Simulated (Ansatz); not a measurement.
# CH5O2Sb: the cost of one run

All numbers below are computed with Ansatz 0.2.0 (UKS B3LYP/def2-SVP).

**1. The structure to begin with**

Bond lengths: O1–C2 1.338 Å, C2–O3 1.404 Å, O3–Sb4 1.970 Å, O1–H5 1.008 Å, C2–H6 1.120 Å, C2–H7 1.136 Å, Sb4–H8 1.751 Å, Sb4–H9 1.752 Å. Angles: O1–C2–O3 108.7°, O1–C2–H6 110.2°, O1–C2–H7 109.9°, O3–C2–H6 112.5°, O3–C2–H7 109.8°, H6–C2–H7 105.7°, C2–O1–H5 111.0°, C2–O3–Sb4 108.5°, O3–Sb4–H8 92.3°, O3–Sb4–H9 96.7°, H8–Sb4–H9 92.9°.

Coordinates:

```xyz
9

O    -0.4157    1.2766   -1.1480
C     0.5707    0.6780   -0.4715
O     0.2604   -0.6847   -0.3332
Sb   -1.1128   -0.8742    1.0661
H    -0.4684    0.9295   -2.0924
H     0.7271    1.1846    0.5151
H     1.5509    0.7936   -1.0345
H    -0.9941   -2.6213    1.0463
H    -0.0297   -0.7284    2.4349
```

**2. End point A**

input.yaml

```yaml
crystal:
  periodic: [false, false, false]
  atoms:
    - { symbol: O, position_ang: [-0.4157, 1.2766, -1.148] }
    - { symbol: C, position_ang: [0.5707, 0.678, -0.4715] }
    - { symbol: O, position_ang: [0.2604, -0.6847, -0.3332] }
    - { symbol: Sb, position_ang: [-1.1128, -0.8742, 1.0661] }
    - { symbol: H, position_ang: [-0.4684, 0.9295, -2.0924] }
    - { symbol: H, position_ang: [0.7271, 1.1846, 0.5151] }
    - { symbol: H, position_ang: [1.5509, 0.7936, -1.0345] }
    - { symbol: H, position_ang: [-0.9941, -2.6213, 1.0463] }
    - { symbol: H, position_ang: [-0.0297, -0.7284, 2.4349] }
magnetization:
  spin_polarized: true
basis:
  gaussian: { orbitals: def2-SVP }
hamiltonian:
  xc: b3lyp
relax:
  f_tol: 0.02
  max_steps: 50
```

Launch:

```
$ ansatz run input.yaml --threads 2 --pin off --max-ram 3072MiB --backend cpu --events-out ev --progress --plain --runs-dir out
```

**Question.** How long does this run take on 2 threads of Arm Neoverse V1, shared host, and how much memory does it need?

About 70 s, with a peak of 0.27 GiB.
